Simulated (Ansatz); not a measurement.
This script makes a scan of ordered alloys across composition of Li-Sc mixtures with the Ansatz DFT code, driven from Python.

`li.py`:
```python
"""Ordered Li-Sc cells across composition, after relaxing cells and atoms."""

from collections import Counter
import warnings

import ansatz as az
import numpy as np


def bcc(A, a):
    return (
        az.Lattice.bcc(a)
        .space_group(229)
        .atom(A, (0, 0, 0))
        .primitive()
    )

A_FIRST, A_LAST = 3.51, 3.68


def solve(name, crystal):
    calc = crystal.calculation()
    calc = calc.accuracy("low").mixing("broyden", ndim=6, beta=0.6)
    calc = calc.functional("LDA").initial_density(normalization="atom")
    calc = calc.basis(39 * az.Ry).kpoints(spacing=0.3)
    calc = calc.occupations("fermi_dirac", width=0.05)
    calc = calc.band_table()
    calc = calc.relax(force_tolerance=0.03, max_steps=60, cell=True)
    return calc.run(threads=1)

def relaxed_twice(name, crystal):
    # the second pass draws mesh and plane waves anew for the relaxed cell
    first = solve(name, crystal)
    again = az.Crystal(lattice=az.Lattice.of(first.lattice.cell_ang))
    for site in first.report["lattice"]["sites"]:
        again = again.atom(site["symbol"], site["position_frac"])
    return solve(name, again)


def volume_per_atom(outcome):
    return abs(np.linalg.det(outcome.lattice.cell_ang)) / len(outcome.lattice.sites)


def counts(outcome):
    return Counter(site.symbol for site in outcome.lattice.sites)

warnings.simplefilter("ignore")

# swap the mixed sites of the conventional cell one by one
phases = {}
for k in range(2 + 1):
    a = A_FIRST + (A_LAST - A_FIRST) * k / 2
    cell = bcc("Li", a).conventional().resolved()
    sites = [site.position for site in cell.sites if site.symbol == "Li"]
    for position in sites[:k]:
        cell = cell.substitution("Sc", at=position, replaces="Li")
    phases[f"Li{2 - k}Sc{k}"] = cell.resolved()

done = {name: relaxed_twice(name, crystal) for name, crystal in phases.items()}

# x is the share of the second element on the mixed sites; both end members stand on this same lattice
x = {name: counts(o)["Sc"] / (counts(o)["Li"] + counts(o)["Sc"]) for name, o in done.items()}
first, last = min(x, key=x.get), max(x, key=x.get)
energy = {name: o.report["energy_sigma0_ev"] / len(o.lattice.sites) for name, o in done.items()}
volume = {name: volume_per_atom(o) for name, o in done.items()}
rows = []
for name in sorted(done, key=x.get):
    line = lambda table: (1 - x[name]) * table[first] + x[name] * table[last]
    rows.append((name, x[name], 1000 * (energy[name] - line(energy)), volume[name], 100 * (volume[name] / line(volume) - 1)))
print("| cell | x(Sc) | E_mix (meV/atom) | V (A^3/atom) | excess V (%) |")
print("| --- | --- | --- | --- | --- |")
for row in rows:
    print(f"| {row[0]} | {row[1]:.3f} | {row[2]:+.1f} | {row[3]:.3f} | {row[4]:+.2f} |")
```

Do these ordered cells favour mixing or separation, and does the volume follow a straight line between the end members?

Mixing energies: +172 meV an atom at x(Sc) = 0.50 (volume -6.6 % off the straight line). All are positive, so the end members on this lattice are favoured over these cells.

The run itself:

`python li.py` gives:
```text
| cell | x(Sc) | E_mix (meV/atom) | V (A^3/atom) | excess V (%) |
| --- | --- | --- | --- | --- |
| Li2Sc0 | 0.000 | +0.0 | 19.055 | +0.00 |
| Li1Sc1 | 0.500 | +171.7 | 19.564 | -6.59 |
| Li0Sc2 | 1.000 | +0.0 | 22.832 | +0.00 |
```

The settings weren't tested for convergence. For the metals among these phases the mesh is modest: differences between phases can be off by up to 40 meV an atom. These are small ordered cells, with both end members on the same lattice, which need not be their own; they aren't random solutions. Differences under about 40 meV an atom lie within the error of mesh and functional. The cells are prototypes set up for this calculation and needn't exist. It ran for 22 s on 1 thread of Arm Neoverse V1, on a shared host, peak memory 0.38 GiB.
